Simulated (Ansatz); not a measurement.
# BH₃OS₂Si: how energies converge with the basis set

An exercise on one series of results from a longer session: the logs are not shown, and one member is left open.

Program: Ansatz 0.2.0, Gaussian basis. Level of theory: one geometry, several basis sets. These are calculated values, not measurements.

The runs, in order: PBE0-D4/def2-SVP; ωB97M-V/def2-SVP; PBE0-D4/def2-QZVPP; ωB97M-V/def2-QZVPP; the functionals' def2-TZVPP values are taken from earlier runs.

## The geometry

The geometry comes from an earlier relaxation with PBE0-D4 in a triple-zeta def2 set; it is a stationary point, not always the lowest conformer.

SMILES `OB[SiH]1SS1`, 8 atoms, charge 0, spin multiplicity 1.

Atoms are counted from 1 here; the program's logs count them from 0.

Bond lengths: O1–B2 1.347 Å, O1–H6 0.962 Å, B2–Si3 2.011 Å, B2–H7 1.200 Å, Si3–S4 2.113 Å, Si3–S5 2.113 Å, Si3–H8 1.483 Å, S4–S5 2.129 Å. Angles: B2–O1–H6 114.0°, O1–B2–Si3 119.5°, O1–B2–H7 121.7°, Si3–B2–H7 118.8°, B2–Si3–S4 113.9°, B2–Si3–S5 113.9°, B2–Si3–H8 121.9°, S4–Si3–S5 60.5°, S4–Si3–H8 115.7°, S5–Si3–H8 115.7°, Si3–S4–S5 59.7°, Si3–S5–S4 59.8°.

Set-up of the first run:

in.yaml reads:

```yaml
crystal:
  periodic: [false, false, false]
  atoms:
    - {symbol: O, position_ang: [0.366326, 0.874812, 1.819777]}
    - {symbol: B, position_ang: [0.260017, 0.787528, 0.480148]}
    - {symbol: Si, position_ang: [-0.272682, -0.961241, -0.358716]}
    - {symbol: S, position_ang: [-1.428692, -0.751047, -2.115450]}
    - {symbol: S, position_ang: [0.620789, -1.315089, -2.240979]}
    - {symbol: H, position_ang: [0.625506, 1.746286, 2.135245]}
    - {symbol: H, position_ang: [0.475562, 1.728738, -0.232847]}
    - {symbol: H, position_ang: [-0.554626, -2.167086, 0.456922]}
basis:
  gaussian: {orbitals: def2-SVP}
hamiltonian: {xc: pbe0, dispersion: d4}
output: {orbitals: {seedname: orbitals}}
```

Launch:

```bash
$ ansatz run in.yaml --threads 2 --pin off --events-out ev --progress --plain --max-ram 4352MiB
```

Among the steps run: PBE0-D4 in def2-SVP; ωB97M-V in def2-SVP; PBE0-D4 in def2-QZVPP; ωB97M-V in def2-QZVPP.

One table of the session follows, with a row left open; its other results are not shown here.

```
functional       basis  HOMO (eV)  LUMO (eV)
   PBE0-D4    def2-SVP          ?          ?
   PBE0-D4  def2-TZVPP      -6.17      -1.95
   PBE0-D4  def2-QZVPP      -6.21      -2.00
   ωB97M-V    def2-SVP      -8.10       0.17
   ωB97M-V  def2-TZVPP      -8.26      -0.04
   ωB97M-V  def2-QZVPP      -8.31      -0.14
```

**Question.** Estimate the row for PBE0-D4, def2-SVP.

As computed: HOMO (eV): -6.04; LUMO (eV): -1.85. In the column «HOMO (eV)» it is the highest.
